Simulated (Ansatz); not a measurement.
Relaxation of a periodic cell of 17 atoms, GaW₁₆ (host W, host structure bcc, interstitial Ga), to a largest force component of 0.08 eV/Å in at most 25 steps.

The calculation used DFT PBE, scalar-relativistic, plane waves, PAW in Ansatz 0.2.0. Settings: PAW set soft_1, cutoff 420 eV, k mesh 3x3x3, fermi-dirac smearing 0.15 eV, no spin polarisation.

```xyz
17
Lattice="6.3200 0.0000 0.0000 0.0000 6.3200 0.0000 0.0000 0.0000 6.3200" Properties=species:S:1:pos:R:3
W 0.000 0.000 0.000
W 3.160 0.000 0.000
W 0.000 3.160 0.000
W 0.000 0.000 3.160
W 1.580 1.580 1.580
W 3.160 3.160 0.000
W 3.160 0.000 3.160
W 4.740 1.580 1.580
W 0.000 3.160 3.160
W 1.580 4.740 1.580
W 1.580 1.580 4.740
W 3.160 3.160 3.160
W 4.740 4.740 1.580
W 4.740 1.580 4.740
W 1.580 4.740 4.740
W 4.740 4.740 4.740
Ga 1.607 3.203 2.392
```

Task: Where does it end, and by what steps?

Result: The run converged. The threshold is loose, so the end isn't yet a minimum. The force dipped under the threshold on the way, but the program's further checks kept it going. Limits of this set-up: coarse k mesh, a small cell, in which the defect meets its images, a typed lattice constant that wasn't relaxed here. After 5 steps the energy has fallen by 23.864 eV; W9 moved furthest, 0.42 Å. The start is strongly strained (largest force component 35 eV/Å).

```json
{"step": "0", "energy less start (eV)": "0.0000", "largest force component (eV/Å)": "35.126", "accepted": "yes"}
{"step": "1", "energy less start (eV)": "-17.5071", "largest force component (eV/Å)": "13.032", "accepted": "yes"}
{"step": "2", "energy less start (eV)": "-23.3948", "largest force component (eV/Å)": "2.597", "accepted": "yes"}
{"step": "3", "energy less start (eV)": "-23.8025", "largest force component (eV/Å)": "0.814", "accepted": "yes"}
{"step": "4", "energy less start (eV)": "-23.8644", "largest force component (eV/Å)": "0.076", "accepted": "yes"}
{"step": "5", "energy less start (eV)": "-23.8644", "largest force component (eV/Å)": "0.077", "accepted": "yes"}
```

```xyz
17
Lattice="6.3200 0.0000 0.0000 0.0000 6.3200 0.0000 0.0000 0.0000 6.3200" Properties=species:S:1:pos:R:3
W -0.065 0.002 -0.105
W 3.230 0.002 -0.105
W 0.015 3.162 0.048
W -0.035 0.003 3.174
W 1.583 1.225 1.369
W 3.148 3.163 0.049
W 3.199 0.003 3.175
W 4.742 1.544 1.564
W -0.367 3.165 3.370
W 1.583 5.096 1.372
W 1.582 1.594 4.693
W 3.527 3.165 3.367
W 4.742 4.781 1.563
W 4.741 1.512 4.850
W 1.582 4.731 4.692
W 4.741 4.815 4.850
Ga 1.579 3.159 2.387
```

Whether the end is a true minimum wasn't checked by a vibrational analysis.

The run took 92 s on 4 threads of Arm Neoverse V1 (shared host), peak memory 1.2 GiB.
